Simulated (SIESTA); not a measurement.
Set up this calculation in SIESTA 5.4.2, as the native input.

```
Task                : band structure
Functional          : PBEsol
Potentials or basis : PseudoDojo 0.4 standard (PBEsol files)
Basis               : DZP (energy shift 0.003 Ry; two zetas on semicore shells)
Grid cutoff         : 500 Ry
Energy shift        : 0.003 Ry
k mesh              : 6 × 6 × 6
Occupations         : fermi-dirac, width 0.05 eV
Spin                : no spin polarisation
```

Crystal: InSb3.

```xyz
4
Lattice="0.0000 3.7946 3.6428 3.7946 0.0000 3.6428 3.7946 3.7946 0.0000" Properties=species:S:1:pos:R:3 pbc="T T T"
Sb    3.7946    3.7946    3.6428
Sb    5.6918    5.6918    5.4642
Sb    1.8973    1.8973    1.8214
In    0.0000    0.0000    0.0000
```

The cell comes from a database or a generator and needn't be the stable form of this composition.

The cell isn't the ideal one: cell strained along z.

One way to write it, as run:

InSb3.fdf

```
SystemName                      InSb3
SystemLabel                     InSb3
NumberOfSpecies                 2
NumberOfAtoms                   4
%block ChemicalSpeciesLabel
  1  51 Sb
  2  49 In
%endblock ChemicalSpeciesLabel

LatticeConstant                 1.0 Ang
%block LatticeVectors
     0.0000000000     3.7945550000     3.6427728000
     3.7945550000     0.0000000000     3.6427728000
     3.7945550000     3.7945550000     0.0000000000
%endblock LatticeVectors
AtomicCoordinatesFormat         Fractional
%block AtomicCoordinatesAndAtomicSpecies
     0.5000000000     0.5000000000     0.5000000000  1  Sb
     0.7500000000     0.7500000000     0.7500000000  1  Sb
     0.2500000000     0.2500000000     0.2500000000  1  Sb
     0.0000000000     0.0000000000     0.0000000000  2  In
%endblock AtomicCoordinatesAndAtomicSpecies

%block kgrid.MonkhorstPack
    6   0   0  0.0
    0   6   0  0.0
    0   0   6  0.0
%endblock kgrid.MonkhorstPack
XC.Functional                   GGA
XC.Authors                      PBEsol
PAO.BasisSize                   DZP
PAO.EnergyShift                 0.003 Ry
Mesh.Cutoff                     500 Ry
OccupationFunction              FD
ElectronicTemperature           0.05 eV
MaxSCFIterations                120
SCF.MustConverge                false
SCF.Mixer.Method                Pulay
SCF.Mixer.Weight                0.25
SCF.Mixer.History               8
SCF.DM.Tolerance                5.0e-05
SCF.H.Tolerance                 1.0e-03 eV
WriteForces                     true
Charge.Mulliken                 end
BandLinesScale                  ReciprocalLatticeVectors
%block BandLines
    1    0.000000   0.000000   0.000000  \Gamma
   11    0.000000   0.500000   0.500000  X
    6    0.271267   0.500000   0.771267  Y
    3    0.385634   0.385634   0.771267  S
   12    0.000000   0.000000   0.000000  \Gamma
   11   -0.500000  -0.500000   0.000000  Z
    3   -0.385634  -0.385634   0.228733  S1
    7    0.000000   0.000000   0.500000  N
    8   -0.250000   0.250000   0.500000  P
    8   -0.500000  -0.271267   0.228733  Y1
    5   -0.500000  -0.500000   0.000000  Z
    1    0.000000   0.500000   0.500000  X
    6   -0.250000   0.250000   0.500000  P
%endblock BandLines
%block PAO.Basis
  Sb 4
  n=5 0 2
    5.972 0.000
  n=5 1 2
    7.842 0.000
  n=4 2 2
    3.490 0.000
  n=5 2 1
    7.842
  In 4
  n=5 0 2
    6.955 0.000
  n=5 1 2
    9.500 0.000
  n=4 2 2
    4.114 0.000
  n=5 2 1
    9.500
%endblock PAO.Basis
```

Potentials or basis: PseudoDojo 0.4 standard (PBEsol files), DZP (energy shift 0.003 Ry; two zetas on semicore shells).

Launch:

```bash
$ siesta InSb3.fdf > InSb3.out 2>&1
```

It gave:

| Item | Value |
| --- | --- |
| Pressure | 0.7 GPa |
| Band gap on the k mesh | none (metal or under the smearing width) |

Caveat: spin-orbit coupling is left out, which moves the levels of the heavy elements; the basis of atomic orbitals isn't converged, which shifts pressures, moduli and gaps.

It took 61 s on 1 thread of Intel(R) Xeon(R) 6975P-C (Granite Rapids) (shared host), peak memory 0.37 GiB.
